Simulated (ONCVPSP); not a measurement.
# Germanium: generating and testing an ONCV potential

Aim: build the potential from the settings below, then test how well it stands in for the atom: other configurations, scattering, ghost states and the plane-wave cutoff that it needs.

Program: ONCVPSP 4.0.1.1 (patched build). Reference atom: PBE, scalar-relativistic, spherical and spin-unpolarised. All values are calculated.

### 1 Starting point

The settings as typed:

| Item | Value |
| --- | --- |
| element | germanium (Ge, Z = 32) |
| type | optimised norm-conserving Vanderbilt (ONCV) |
| frozen core | [Ne] |
| valence charge | 22 |
| reference configuration | 3s2 3p6 3d10 4s2 4p2 |
| partial waves | 3s+4s: rc 1.15 bohr, ncon 3, nbas 6, qcut 9.7 1/bohr, 2 projectors; 3p+4p: rc 1.05 bohr, ncon 3, nbas 6, qcut 15.7 1/bohr, 2 projectors; 3d: rc 1.05 bohr, ncon 4, nbas 8, qcut 15.4 1/bohr, local |
| local potential | the d channel |
| core correction | polynomial model core, fcfact 0.35 |

The outer shells as boxes (Hund's rule for the drawing; the calculation is spin-unpolarised):

```
[Ne] core
3s [↑↓]
3p [↑↓][↑↓][↑↓]
3d [↑↓][↑↓][↑↓][↑↓][↑↓]
4s [↑↓]
4p [↑ ][↑ ][  ]
```

The nodes and maxima of the atom's own shells, from an earlier all-electron run, set the scale for the radii.

All-electron outer shells of the reference configuration (PBE, scalar-relativistic, ld1.x):

```tsv
shell	level (eV)	outermost node (bohr)	outermost maximum (bohr)
2s	-1371.79	0.06	0.18
2p	-1198.71	–	0.14
3s	-168.49	0.26	0.54
3p	-115.62	0.23	0.54
3d	-29.31	–	0.50
4s	-11.73	0.77	1.75
4p	-3.90	0.82	2.22
```

### 2 Generation

Ge.dat

```
# ATOM AND REFERENCE CONFIGURATION
# atsym  z   nc   nv     iexc    psfile
  Ge 32.00    3    5        4      upf
#
#   n    l    f
    1    0    2.00
    2    0    2.00
    2    1    6.00
    3    0    2.00
    3    1    6.00
    3    2   10.00
    4    0    2.00
    4    1    2.00
#
# PSEUDOPOTENTIAL AND OPTIMIZATION
# lmax
    2
#
#   l,   rc,      ep,       ncon, nbas, qcut
    0    1.15    0.00    3    6    9.70
    1    1.05    0.00    3    6   15.70
    2    1.05    0.00    4    8   15.40
#
# LOCAL POTENTIAL
# lloc, lpopt,  rc(5),   dvloc0
    2    5    1.05    0.00
#
# VANDERBILT-KLEINMAN-BYLANDER PROJECTORs
# l, nproj, debl
    0    2    2.40
    1    2    1.90
    2    0    3.00
#
# MODEL CORE CHARGE
# icmod, fcfact, rcfact
    1    0.35    0.00
#
# LOG DERIVATIVE ANALYSIS
# epsh1, epsh2, depsh
   -8.00    5.00    0.04
#
# OUTPUT GRID
# rlmax, drl
    6.00    0.01
#
# TEST CONFIGURATIONS
# ncnf
    4
# nvcnf
#   n    l    f
    5
    3    0    2.00
    3    1    6.00
    3    2   10.00
    4    0    2.00
    4    1    1.00
#
    5
    3    0    2.00
    3    1    6.00
    3    2   10.00
    4    0    2.00
    4    1    0.00
#
    5
    3    0    2.00
    3    1    6.00
    3    2   10.00
    4    0    1.00
    4    1    0.00
#
    5
    3    0    2.00
    3    1    6.00
    3    2    9.00
    4    0    2.00
    4    1    2.00
#
```

Run with:

```console
$ oncvpsp.x < Ge.dat > Ge.out
```

The output, Ge.out (without the consistency checks and plot data):

```text
ONCVPSP  (Optimized Norm-Conservinng Vanderbilt PSeudopotential)
scalar-relativistic version 4.0.1.1, modified

#   n    l    f        energy (Ha)
    1    0    2.00    -4.0281571E+02
    2    0    2.00    -5.0412488E+01
    2    1    6.00    -4.4051811E+01
    3    0    2.00    -6.1919266E+00
    3    1    6.00    -4.2489733E+00
    3    2   10.00    -1.0771536E+00
    4    0    2.00    -4.3112376E-01
    4    1    2.00    -1.4315416E-01

Reference configufation results
  iterations    25
  all-electron total energy (Ha)   -2.09883316D+03

Begin loop to  construct optimized pseudo wave functions
and semi-local pseudopoentials for all angular momenta

Calculating optimized projector #   1

 for l=   0

    Fraction of norm inside rc  0.972490
    Optimizing pswf for qcut=   9.69 a_B^-1,  ecut=  46.91 Ha
    Residual kinetic energy error=  5.07D-06 Ha

    Energy error per electron        Cutoff
         Ha          eV             Ha
         0.01000     0.27211       16.77
         0.00100     0.02721       21.16
         0.00010     0.00272       33.52
         0.00001     0.00027       43.37

Calculating optimized projector #   2

 for l=   0

    Fraction of norm inside rc  0.076260
    Optimizing pswf for qcut=   9.69 a_B^-1,  ecut=  46.91 Ha
    Residual kinetic energy error=  1.14D-05 Ha

    Energy error per electron        Cutoff
         Ha          eV             Ha
         0.01000     0.27211       13.33
         0.00100     0.02721       19.25
         0.00010     0.00272       38.36
         0.00001     0.00027       48.48

Calculating optimized projector #   1

 for l=   1

    Fraction of norm inside rc  0.925572
    Optimizing pswf for qcut=  15.72 a_B^-1,  ecut= 123.48 Ha
    Residual kinetic energy error=  2.65D-09 Ha

    Energy error per electron        Cutoff
         Ha          eV             Ha
         0.01000     0.27211       48.65
         0.00100     0.02721       61.52
         0.00010     0.00272       72.68
         0.00001     0.00027       81.92

Calculating optimized projector #   2

 for l=   1

    Fraction of norm inside rc  0.024134
    Optimizing pswf for qcut=  15.72 a_B^-1,  ecut= 123.48 Ha
    Residual kinetic energy error=  2.41D-10 Ha

    Energy error per electron        Cutoff
         Ha          eV             Ha
         0.01000     0.27211       31.99
         0.00100     0.02721       46.79
         0.00010     0.00272       59.66
         0.00001     0.00027       70.87

Calculating optimized projector #   1

 for l=   2

    Fraction of norm inside rc  0.826429
    Optimizing pswf for qcut=  15.40 a_B^-1,  ecut= 118.54 Ha
    Residual kinetic energy error=  3.03D-06 Ha

    Energy error per electron        Cutoff
         Ha          eV             Ha
         0.01000     0.27211       81.46
         0.00100     0.02721       94.83
         0.00010     0.00272      105.44
         0.00001     0.00027      113.97

Construct Vanderbilt / Kleinmman-Bylander projectors

B matrix Hermiticity error, ll=   0
   1   2    1.0060E-03

  Orthonormal projector coefficients -5.3154E+01  1.8146E+01

B matrix Hermiticity error, ll=   1
   1   2    4.7291E-04

  Orthonormal projector coefficients  1.1132E+01 -4.1789E+00

Model core correction analysis
  based on d2Exc/dn_idn_j

d2excae - all-electron derivatives

   -4.638904D-02   -4.334103D-02   -3.422576D-02   -2.075237D-03
   -1.021653D-03
   -4.337474D-02   -4.202101D-02   -3.357098D-02   -1.995216D-03
   -9.973080D-04
   -3.439762D-02   -3.373285D-02   -3.169471D-02   -1.805764D-03
   -8.171843D-04
   -2.459795D-03   -2.470666D-03   -2.383158D-03   -3.736655D-04
   -1.068280D-04
   -1.163770D-03   -1.175667D-03   -1.044130D-03   -1.372599D-04
   -4.902714D-05

d2excps - pseudofunction derivatives with no core correction

   -6.088228D-02   -4.452036D-02   -3.585483D-02   -3.672745D-03
   -1.271360D-03
   -4.455593D-02   -4.258732D-02   -3.699435D-02   -2.141851D-03
   -1.072346D-03
   -3.602707D-02   -3.715607D-02   -3.359841D-02   -1.702159D-03
   -8.852147D-04
   -4.058078D-03   -2.617040D-03   -2.279655D-03   -5.102013D-04
   -1.211878D-04
   -1.413569D-03   -1.250602D-03   -1.112197D-03   -1.516208D-04
   -5.334342D-05

rms 2nd derivative error    3.167755E-03

Polynomial model core charge

d2excps - pseudofunction derivatives with core correction

   -4.155657D-02   -3.978949D-02   -3.457066D-02   -1.990198D-03
   -1.030148D-03
   -3.982302D-02   -4.050832D-02   -3.625455D-02   -1.739699D-03
   -9.652083D-04
   -3.474226D-02   -3.641625D-02   -3.335196D-02   -1.589449D-03
   -8.434441D-04
   -2.374718D-03   -2.214870D-03   -2.166938D-03   -3.639998D-04
   -1.010036D-04
   -1.172243D-03   -1.143458D-03   -1.070424D-03   -1.314362D-04
   -4.802492D-05

rms 2nd derivative error    1.655271E-03

Pseudoatom total energy -291.040589

Diagnostic tests using Vanderbilt-Kleinman-Bylander pseudopotentials
  1 or more projectors used as specified by nproj input data

   l    rcore       rmatch      e in        delta e   norm test  slope test

   0   1.1546115   1.1896681  -6.1919266   0.0000235   1.0001297   1.0000958
   0   1.1546115   1.1896681  -0.4311238   0.0000168   1.0000732   1.0000370

   1   1.0555193   1.0875672  -4.2489733  -0.0000180   1.0003641   1.0003707
   1   1.0555193   1.0875672  -0.1431542   0.0000127   1.0000967   1.0000850

   2   1.0555193   1.0875672  -1.0771536  -0.0000116   0.9999936   1.0000227

 Testing for bound ghosts
   n   l    E NL Schr. Eq   E Basis Diag.   E Cutoff

       0                      -46.821727     96.75  WARNING - GHOST(-)
   1   0       -6.191903       -6.191636     96.75
   2   0       -0.431107       -0.329508     96.75

   2   1       -4.248991       -4.248956    139.99
   3   1       -0.143141        0.187464    139.99

 Testing for highly-localized positive-energy ghosts
       l    <radius>/rc     E Basis Diag.   E Cutoff

Test configuration 0

   n   l     f        eae           eps        diff
   1   0  2.0000 -402.81570560
   2   0  2.0000  -50.41248757
   2   1  6.0000  -44.05181077
   3   0  2.0000   -6.19192659   -6.19190306    2.35D-05
   3   1  6.0000   -4.24897334   -4.24899129   -1.80D-05
   3   2 10.0000   -1.07715362   -1.07716526   -1.16D-05
   4   0  2.0000   -0.43112376   -0.43110694    1.68D-05
   4   1  2.0000   -0.14315416   -0.14314149    1.27D-05

    Total energies and differences
      AE_ref= -2.09883316D+03  AE_tst= -2.09883316D+03  dif=  0.00D+00
      PS_ref= -2.91040589D+02  PS_tst= -2.91040589D+02  dif= -1.14D-13
      PSP excitation error=  1.14D-13

Test configuration 1

   n   l     f        eae           eps        diff
   1   0  2.0000 -403.15060002
   2   0  2.0000  -50.74465659
   2   1  6.0000  -44.38432619
   3   0  2.0000   -6.52362329   -6.52358515    3.81D-05
   3   1  6.0000   -4.58069972   -4.58071833   -1.86D-05
   3   2 10.0000   -1.40818962   -1.40828541   -9.58D-05
   4   0  2.0000   -0.72980429   -0.72977526    2.90D-05
   4   1  1.0000   -0.41315242   -0.41312885    2.36D-05

    Total energies and differences
      AE_ref= -2.09883316D+03  AE_tst= -2.09855959D+03  dif=  2.74D-01
      PS_ref= -2.91040589D+02  PS_tst= -2.90767001D+02  dif=  2.74D-01
      PSP excitation error= -1.82D-05

Test configuration 2

   n   l     f        eae           eps        diff
   1   0  2.0000 -403.55957955
   2   0  2.0000  -51.14734444
   2   1  6.0000  -44.78776752
   3   0  2.0000   -6.92516083   -6.92538644   -2.26D-04
   3   1  6.0000   -4.98220147   -4.98236544   -1.64D-04
   3   2 10.0000   -1.80786425   -1.80822775   -3.64D-04
   4   0  2.0000   -1.07491036   -1.07487750    3.29D-05

    Total energies and differences
      AE_ref= -2.09883316D+03  AE_tst= -2.09799220D+03  dif=  8.41D-01
      PS_ref= -2.91040589D+02  PS_tst= -2.90199569D+02  dif=  8.41D-01
      PSP excitation error= -6.66D-05

Test configuration 3

   n   l     f        eae           eps        diff
   1   0  2.0000 -404.08879965
   2   0  2.0000  -51.66384468
   2   1  6.0000  -45.30535013
   3   0  2.0000   -7.44173834   -7.44450955   -2.77D-03
   3   1  6.0000   -5.49827965   -5.49965461   -1.37D-03
   3   2 10.0000   -2.31871468   -2.32012958   -1.41D-03
   4   0  1.0000   -1.48670540   -1.48683450   -1.29D-04

    Total energies and differences
      AE_ref= -2.09883316D+03  AE_tst= -2.09671363D+03  dif=  2.12D+00
      PS_ref= -2.91040589D+02  PS_tst= -2.88920820D+02  dif=  2.12D+00
      PSP excitation error= -2.47D-04

Test configuration 4

   n   l     f        eae           eps        diff
   1   0  2.0000 -403.60108251
   2   0  2.0000  -51.23847114
   2   1  6.0000  -44.87440571
   3   0  2.0000   -6.93659306   -6.94822866   -1.16D-02
   3   1  6.0000   -4.98495306   -4.99157105   -6.62D-03
   3   2  9.0000   -1.79004533   -1.78916025    8.85D-04
   4   0  2.0000   -0.83547394   -0.83600091   -5.27D-04
   4   1  2.0000   -0.48434661   -0.48449934   -1.53D-04

    Total energies and differences
      AE_ref= -2.09883316D+03  AE_tst= -2.09741149D+03  dif=  1.42D+00
      PS_ref= -2.91040589D+02  PS_tst= -2.89618758D+02  dif=  1.42D+00
      PSP excitation error= -1.61D-04
```

It took 2.5 s on 1 thread of AMD EPYC 9R45, shared host.

All-electron and pseudo partial waves u(r) = r·R(r), from the program's wave files:

| r (bohr) | 3s AE | 3s PS |
| --- | --- | --- |
| 0.057 | 0.0605 | 0.2281 |
| 0.115 | -0.6700 | 0.4518 |
| 0.172 | -0.6912 | 0.6555 |
| 0.230 | -0.2561 | 0.8394 |
| 0.288 | 0.3002 | 0.9936 |
| 0.345 | 0.7779 | 1.1126 |
| 0.402 | 1.1203 | 1.1968 |
| 0.460 | 1.3258 | 1.2466 |
| 0.518 | 1.4100 | 1.2613 |
| 0.575 | 1.4062 | 1.2446 |
| 0.632 | 1.3445 | 1.2011 |
| 0.690 | 1.2457 | 1.1344 |
| 0.747 | 1.1306 | 1.0524 |
| 0.805 | 1.0070 | 0.9578 |
| 0.862 | 0.8870 | 0.8593 |
| 0.920 | 0.7716 | 0.7582 |
| 0.977 | 0.6672 | 0.6619 |
| 1.035 | 0.5715 | 0.5700 |
| 1.092 | 0.4880 | 0.4878 |
| 1.150 | 0.4137 | 0.4136 |
| 1.208 | 0.3492 | 0.3492 |
| 1.265 | 0.2947 | 0.2946 |
| 1.322 | 0.2479 | 0.2479 |
| 1.380 | 0.2075 | 0.2074 |
| 1.438 | 0.1732 | 0.1732 |
| 1.495 | 0.1448 | 0.1447 |

Densities times 4π (e/bohr³); a dash where the program caps the true core:

```
r (bohr)  pseudo valence  true core  model core
   0.057           38.34          –       976.3
   0.172           65.27          –       675.4
   0.288           112.5      178.1       171.6
   0.402           135.3      18.76       18.76
   0.518           111.6      1.735       1.735
   0.632            69.8     0.1628      0.1628
   0.747            37.5     0.0149      0.0149
   0.862           19.62   0.001378    0.001378
   0.977           10.67  0.0001298   0.0001298
   1.092           6.102  1.228e-05   1.228e-05
   1.208           3.697  1.189e-06   1.189e-06
   1.322           2.426      1e-07       1e-07
   1.438           1.697          0           0
```

### 3 The configuration tests of the same run

Excitation and ionisation energies from 3s2 3p6 3d10 4s2 4p2, with the error of the potential.

| valence configuration | charge | ΔE all-electron (eV) | error AE − PS (meV) |
| --- | --- | --- | --- |
| 3s2 3p6 3d10 4s2 4p1 | +1 | 7.444 | -0.5 |
| 3s2 3p6 3d10 4s2 4p0 | +2 | 22.884 | -1.8 |
| 3s2 3p6 3d10 4s1 4p0 | +3 | 57.675 | -6.7 |
| 3s2 3p6 3d9 4s2 4p2 | +1 | 38.686 | -4.4 |

### 4 Logarithmic derivatives

Taken from the files of the generation run. The phase is arctan(r·R′/R) of the radial function R, unwrapped, with energies in Ha. A pole is an energy at which the radial function vanishes at the test radius. The pseudo phase is shifted by a multiple of π to meet the all-electron one at the reference energy. Levels narrower than the energy grid can be missing from the poles. The last column is the largest difference on the grid between −0.5 and +0.5 Ha.

| channel | radius (bohr) | reference (Ha) | poles AE | poles PS | window around the reference with phases within 0.05 rad (Ha) | largest difference near zero (rad) |
| --- | --- | --- | --- | --- | --- | --- |
| s | 1.17 | -0.43 | -5.70 | -5.70 | the whole range | 0.001 |
| p | 1.07 | -0.14 | -3.20 | -3.20 | the whole range | 0.000 |
| d | 1.07 | -1.08 | 0.12 | 0.23 | -2.0 to 1.3 | 0.022 |

Phases (rad) along the scan:

```csv
E (Ha),d AE,d PS,p AE,p PS
-7.96,1.248,1.259,1.101,1.101
-7.24,1.224,1.237,1.004,1.003
-6.52,1.193,1.208,0.818,0.817
-5.80,1.153,1.171,0.363,0.362
-5.08,1.097,1.121,-0.610,-0.611
-4.36,1.014,1.044,-1.237,-1.237
-3.64,0.875,0.916,-1.485,-1.485
-2.92,0.597,0.655,-1.614,-1.614
-2.20,-0.042,0.018,-1.701,-1.702
-1.48,-0.888,-0.882,-1.773,-1.773
-0.76,-1.326,-1.324,-1.842,-1.842
-0.04,-1.537,-1.522,-1.917,-1.917
0.68,-1.670,-1.638,-2.008,-2.008
1.40,-1.777,-1.723,-2.130,-2.130
2.12,-1.885,-1.797,-2.308,-2.310
2.84,-2.014,-1.871,-2.583,-2.591
3.56,-2.196,-1.954,-2.995,-3.013
4.28,-2.487,-2.058,-3.471,-3.500
5.00,-2.954,-2.198,-3.849,-3.881
```

### 5 Plane-wave cutoff and ghosts

Read off the output, the cutoffs (Ha) at which the residual kinetic energy of the hardest occupied pseudo-wave falls to 1 and 0.1 mHa per electron: 95 Ha and 105 Ha.

The program's own ghost test: GHOST(-) flagged for s at -1274.1 eV; no localised positive-energy state flagged.

Cutoff (Ha) at which the first wave of each channel reaches a given error (Ha per electron):

```csv
error,s,p,d
1.0e-02,16.8,48.7,81.5
3.2e-03,19.1,55.2,88.4
1.0e-03,21.2,61.5,94.8
3.2e-04,23.6,66.9,100.0
1.0e-04,33.5,72.7,105.4
3.2e-05,38.9,77.5,109.4
1.0e-05,43.4,81.9,114.0
```

### 6 What came out

| quantity | value |
| --- | --- |
| cutoffs for 1 and 0.1 mHa per electron, occupied waves | 95 Ha and 105 Ha |
| bound ghosts | s at -1274.08 eV |
| GHOST(+) flags | none at low energy |
| largest test error (AE − PS) | -6.7 meV, for 3s2 3p6 3d10 4s1 4p0 |
| largest phase difference near zero energy, channels read | 0.022 rad |
| rms error of d²Exc/dn², without and with the model core | 3.17 and 1.66 mHa |

In words: A bound ghost (s) makes it unfit for use: electrons can fall into a state that the atom doesn't have. By total energies transferability is good: the largest error is 6.7 meV on 57.7 eV, for 3s2 3p6 3d10 4s1 4p0. Atomic tests can pass in spite of a ghost, since they solve only for the levels asked. By its cutoff, 95 Ha for the looser tolerance, it is very hard. At the looser tolerance the 3d wave is the slowest; 3p needs 62 Ha. Near zero energy the phases of the channels with partial waves agree within 0.022 rad. All of this concerns the isolated atom, not yet a solid.
